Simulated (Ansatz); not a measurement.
# FH5O2Si2: basis-set convergence

One table from this session's results is given with a row withheld; the runs are named, their logs left out.

The runs use Ansatz 0.2.0, Gaussian basis; one geometry, several basis sets.

Levels to be run: PBE0-D4/def2-SVP; ωB97M-V/def2-SVP; PBE0-D4/def2-QZVPP; ωB97M-V/def2-QZVPP; the functionals' def2-TZVPP values are taken from earlier runs.

## The geometry

The geometry comes from an earlier relaxation with PBE0-D4 in a triple-zeta def2 set; it is a stationary point, not always the lowest conformer.

SMILES `O[Si](O)(F)[SiH3]`, 10 atoms, charge 0, spin multiplicity 1.

Atoms are counted from 1 here; the program's logs count them from 0.

Bond lengths: O1–Si2 1.637 Å, O1–H6 0.958 Å, Si2–O3 1.625 Å, Si2–F4 1.602 Å, Si2–Si5 2.332 Å, O3–H7 0.960 Å, Si5–H8 1.488 Å, Si5–H9 1.486 Å, Si5–H10 1.486 Å. Angles: Si2–O1–H6 118.1°, O1–Si2–O3 107.7°, O1–Si2–F4 106.8°, O1–Si2–Si5 114.9°, O3–Si2–F4 111.0°, O3–Si2–Si5 108.3°, F4–Si2–Si5 108.1°, Si2–O3–H7 118.4°, Si2–Si5–H8 109.1°, Si2–Si5–H9 110.6°, Si2–Si5–H10 109.9°, H8–Si5–H9 108.9°, H8–Si5–H10 108.8°, H9–Si5–H10 109.5°.

Geometry (Å):

```
atom    x (Å)    y (Å)    z (Å)
  O1   0.0072   1.4692  -1.2621
 Si2   0.0568  -0.0696  -0.7065
  O3   1.5260  -0.6722  -1.0501
  F4  -1.0897  -0.8792  -1.4791
 Si5  -0.3098  -0.3001   1.5854
  H6  -0.8504   1.8559  -1.4458
  H7   1.9357  -0.4299  -1.8834
  H8  -1.6527   0.2461   1.9210
  H9  -0.2591  -1.7312   1.9819
 H10   0.7192   0.4598   2.3414
```

Set-up of the first run:

in.yaml reads:

```yaml
crystal:
  periodic: [false, false, false]
  atoms:
    - {symbol: O, position_ang: [0.007160, 1.469158, -1.262058]}
    - {symbol: Si, position_ang: [0.056802, -0.069596, -0.706518]}
    - {symbol: O, position_ang: [1.525956, -0.672228, -1.050061]}
    - {symbol: F, position_ang: [-1.089666, -0.879180, -1.479071]}
    - {symbol: Si, position_ang: [-0.309810, -0.300149, 1.585401]}
    - {symbol: H, position_ang: [-0.850351, 1.855941, -1.445818]}
    - {symbol: H, position_ang: [1.935693, -0.429874, -1.883374]}
    - {symbol: H, position_ang: [-1.652731, 0.246089, 1.921011]}
    - {symbol: H, position_ang: [-0.259123, -1.731161, 1.981896]}
    - {symbol: H, position_ang: [0.719171, 0.459799, 2.341393]}
basis:
  gaussian: {orbitals: def2-SVP}
hamiltonian: {xc: pbe0, dispersion: d4}
output: {orbitals: {seedname: orbitals}}
```

Among the steps run: PBE0-D4 in def2-SVP; ωB97M-V in def2-SVP; PBE0-D4 in def2-QZVPP; ωB97M-V in def2-QZVPP.

One table of the session follows, with a row left open; its other results are not shown here.

It belongs to the step «Density functionals: the series». 

| functional | basis | HOMO (eV) | LUMO (eV) |
| --- | --- | --- | --- |
| PBE0-D4 | def2-SVP | -8.33 | 0.50 |
| PBE0-D4 | def2-TZVPP | -8.45 | 0.14 |
| PBE0-D4 | def2-QZVPP | -8.48 | 0.00 |
| ωB97M-V | def2-SVP | -10.40 | 2.38 |
| ωB97M-V | def2-TZVPP | -10.55 | 1.84 |
| ωB97M-V | def2-QZVPP | ? | ? |

Q: Estimate the row for ωB97M-V, def2-QZVPP from the others.

The run gave: HOMO (eV): -10.59; LUMO (eV): 1.33. In the column «HOMO (eV)» it is the lowest.
